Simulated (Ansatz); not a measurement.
A run of Ansatz 0.2.0 is set up as follows.

File input.yaml:

```yaml
crystal:
  lattice:
    - [3.60358, 0.0, 0.0]
    - [-1.80179, 3.12079, 0.0]
    - [0.0, 0.0, 19.06651]
  atoms:
    - { symbol: Cs, position: [0.0, 0.0, 0.37399] }
    - { symbol: Li, position: [0.66667, 0.33333, 0.01607] }
    - { symbol: Cr, position: [0.0, 0.0, 0.86637], spin: 3.0 }
    - { symbol: Cr, position: [0.33333, 0.66667, 0.16833], spin: 3.0 }
    - { symbol: Te, position: [0.33333, 0.66667, 0.53891] }
    - { symbol: Te, position: [0.66667, 0.33333, 0.77276] }
    - { symbol: S, position: [0.0, 0.0, 0.1003] }
    - { symbol: S, position: [0.33333, 0.66667, 0.9292] }
    - { symbol: S, position: [0.66667, 0.33333, 0.23408] }
hamiltonian:
  xc: pbesol
  pseudopotentials: { kind: paw }
magnetization:
  spin_polarized: true
kpoints:
  mp_grid: { grid: [9, 9, 2] }
  band_path:
    path:
      - [[0.0, 0.0, 0.0], [0.5, 0.0, 0.0], [0.3333333333, 0.3333333333, 0.0], [0.0, 0.0, 0.0], [0.0, 0.0, 0.5], [0.5, 0.0, 0.5], [0.3333333333, 0.3333333333, 0.5], [0.0, 0.0, 0.5]]
      - [[0.5, 0.0, 0.5], [0.5, 0.0, 0.0]]
      - [[0.3333333333, 0.3333333333, 0.0], [0.3333333333, 0.3333333333, 0.5]]
    npoints: 10
scf:
  occupations: { method: fermi_dirac, width: 0.05 }
  n_extra_bands: 22
output:
  forces: true
  stress: true
  eigenvalues: true
  fatbands: false
  write_density: true
  write_potential: true
  elf: true
  volumetric_format: npy
```

Potentials or basis: Ansatz PAW.

Command:

```console
$ ansatz run input.yaml --threads 8 --pin off --max-ram 20480MiB --backend cpu --events-out ev --progress --plain --runs-dir out
```

**Question.** What does it give for the net moment?

**Answer.** 5.64 μB per cell.

**Question.** What does it give for the largest force?

**Answer.** 0.337 eV/Å.

**Question.** Predict the pressure.

**Answer.** -2.9 GPa.

Forces on the atoms (eV/Å):
```
Cs   0.000  0.000 -0.003
Li   0.000  0.000  0.022
Cr   0.000  0.000  0.018
Cr   0.000  0.000  0.022
Te   0.000  0.000 -0.127
Te   0.000  0.000  0.337
S    0.000  0.000  0.241
S    0.000  0.000 -0.298
S    0.000  0.000 -0.212
```

Caveat: spin-orbit coupling is left out, which moves the levels of the heavy elements; only a ferromagnetic start was run, and an antiferromagnetic order may lie lower in energy; the PAW data sets come from PBE, with cores solved anew for the run's functional, which leaves a small shift of forces and pressure.
